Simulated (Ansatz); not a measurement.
Write a Python script for Ansatz's Python interface that makes a comparison of functionals at one structure of AlOs, space group Pm-3m. Settings (first run): LDA, PAW, the default cutoff (420 eV here), 5×5×5 k-points, Fermi-Dirac smearing of 0.01 eV. The script varies functional: lda, pbesol, blyp.

```cif
data_structure
_symmetry_space_group_name_H-M 'P 1'
_symmetry_Int_Tables_number 1
_cell_length_a 2.9979
_cell_length_b 2.9979
_cell_length_c 2.9979
_cell_angle_alpha 90.000
_cell_angle_beta 90.000
_cell_angle_gamma 90.000
_cell_volume 26.94
loop_
_atom_site_label
_atom_site_type_symbol
_atom_site_fract_x
_atom_site_fract_y
_atom_site_fract_z
_atom_site_occupancy
Al1 Al 0.00000 0.00000 0.00000 1
Os1 Os 0.50000 0.50000 0.50000 1
```

Script `xc_alos.py`:
```python
"""Functional comparison for AlOs (totals differ with the potentials too)."""

import warnings

import ansatz
import pandas as pd

OCCUPATIONS = "Fermi-Dirac"
SMEARING_WIDTH = 0.01


def main() -> None:
    warnings.simplefilter("ignore", ansatz.DeckWarning)

    system = (
        ansatz.Lattice.cubic(2.997912)
        .space_group(221)
        .atom("Al", (0.0, 0.0, 0.0))
        .atom("Os", (0.5, 0.5, 0.5))
    )

    calc = (
        system.calculation()
        .occupations(OCCUPATIONS, width=SMEARING_WIDTH)
        .eigensolver("davidson")
        .kpoints(5, shift=0.5)
    )

    rows = []
    for value in ["lda", "pbesol", "blyp"]:
        report = calc.functional(value).run(threads=1).report
        rows.append((value, report["free_energy_ev"] / len(report["lattice"]["sites"]), report["n_iterations"], report["n_kpoints"]))

    table = pd.DataFrame(rows, columns=["functional", "F/atom (eV)", "iterations", "k-points"])
    print(table.round(5).to_string(index=False))


if __name__ == "__main__":
    main()
```

```console
$ python xc_alos.py
functional  F/atom (eV)  iterations  k-points
       lda  -5816.08783           6        10
    pbesol  -5888.18841           6        10
      blyp  -5975.39044           6        10
```

BLYP can be off by several per cent in the lattices of metals, and by several GPa in the pressure at a fixed cell. For a metal this k-point mesh is coarse: on a finer one energies can move by several to tens of meV an atom and pressures by half a GPa or more, differences at one mesh by less. Spin-orbit coupling, which matters for elements this heavy, is left out. The structure comes from a database of computed cells and needn't be a stable or known phase. Total energies of different functionals can't be compared; pressures, moments and gaps at this one structure can. Hardware and time: 2.5 s on 1 thread of Arm Neoverse V1, with other jobs on the host, peak memory 0.36 GiB.

(Lines on the test bed's own set-up are left out of the output.)
